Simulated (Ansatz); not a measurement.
**ClGeH7N2OSi: how energies converge with the basis set**

The task here is to estimate one member of a computed series from the others.

Method: one geometry, several basis sets; program: Ansatz 0.2.0, Gaussian basis.

The runs, in order: PBE0-D4/def2-SVP; ωB97M-V/def2-SVP; PBE0-D4/def2-QZVPP; ωB97M-V/def2-QZVPP; the functionals' def2-TZVPP values are taken from earlier runs.

1 further run of the same task is left out (it didn't finish).

### Structure used throughout

The geometry comes from an earlier relaxation with PBE0-D4 in a triple-zeta def2 set; it is a stationary point, not always the lowest conformer.

SMILES `[NH2][GeH2][O][SiH](N)Cl`, 13 atoms, charge 0, spin multiplicity 1.

Atoms are counted from 1 here; the program's logs count them from 0.

Bond lengths: N1–Ge2 1.812 Å, N1–H7 1.006 Å, N1–H8 1.006 Å, Ge2–O3 1.785 Å, Ge2–H9 1.535 Å, Ge2–H10 1.534 Å, O3–Si4 1.616 Å, Si4–N5 1.694 Å, Si4–Cl6 2.072 Å, Si4–H11 1.477 Å, N5–H12 1.006 Å, N5–H13 1.007 Å. Angles: Ge2–N1–H7 118.3°, Ge2–N1–H8 118.5°, H7–N1–H8 111.5°, N1–Ge2–O3 106.5°, N1–Ge2–H9 110.9°, N1–Ge2–H10 110.2°, O3–Ge2–H9 107.1°, O3–Ge2–H10 106.7°, H9–Ge2–H10 115.0°, Ge2–O3–Si4 135.9°, O3–Si4–N5 115.5°, O3–Si4–Cl6 106.8°, O3–Si4–H11 110.7°, N5–Si4–Cl6 107.6°, N5–Si4–H11 107.6°, Cl6–Si4–H11 108.5°, Si4–N5–H12 120.1°, Si4–N5–H13 122.1° and more.

The first run:

in.yaml

```yaml
crystal:
  periodic: [false, false, false]
  atoms:
    - {symbol: N, position_ang: [-1.766039, -2.023707, 1.030723]}
    - {symbol: Ge, position_ang: [-1.194549, -1.009976, -0.358132]}
    - {symbol: O, position_ang: [0.154752, -0.017730, 0.260086]}
    - {symbol: Si, position_ang: [1.357756, 0.841775, -0.392828]}
    - {symbol: N, position_ang: [1.759530, 2.270588, 0.424462]}
    - {symbol: Cl, position_ang: [0.751705, 1.362906, -2.304006]}
    - {symbol: H, position_ang: [-2.677669, -1.837713, 1.413627]}
    - {symbol: H, position_ang: [-1.564814, -3.009484, 1.020607]}
    - {symbol: H, position_ang: [-0.628961, -1.890802, -1.481341]}
    - {symbol: H, position_ang: [-2.296414, -0.035042, -0.790958]}
    - {symbol: H, position_ang: [2.585256, 0.026541, -0.495708]}
    - {symbol: H, position_ang: [2.426106, 2.250031, 1.178303]}
    - {symbol: H, position_ang: [1.113841, 3.038014, 0.509864]}
basis:
  gaussian: {orbitals: def2-SVP}
hamiltonian: {xc: pbe0, dispersion: d4}
output: {orbitals: {seedname: orbitals}}
```

Steps of the session up to this table: PBE0-D4 in def2-SVP; ωB97M-V in def2-SVP; PBE0-D4 in def2-QZVPP; ωB97M-V in def2-QZVPP.

One of the session's tables, all rows but one given; the rest of the session is left out.

It belongs to the step «Density functionals: the series». 

```
functional       basis  HOMO (eV)  LUMO (eV)
   PBE0-D4    def2-SVP      -7.32       1.22
   PBE0-D4  def2-TZVPP      -7.55       0.60
   PBE0-D4  def2-QZVPP          ?          ?
   ωB97M-V    def2-SVP      -9.70       2.95
   ωB97M-V  def2-TZVPP      -9.95       2.10
   ωB97M-V  def2-QZVPP     -10.00       1.57
```

Estimate the missing values for PBE0-D4, def2-QZVPP.

As computed: HOMO (eV): -7.61; LUMO (eV): 0.29. In the column «HOMO (eV)» it lies between ωB97M-V, def2-SVP (-9.70) and PBE0-D4, def2-TZVPP (-7.55).
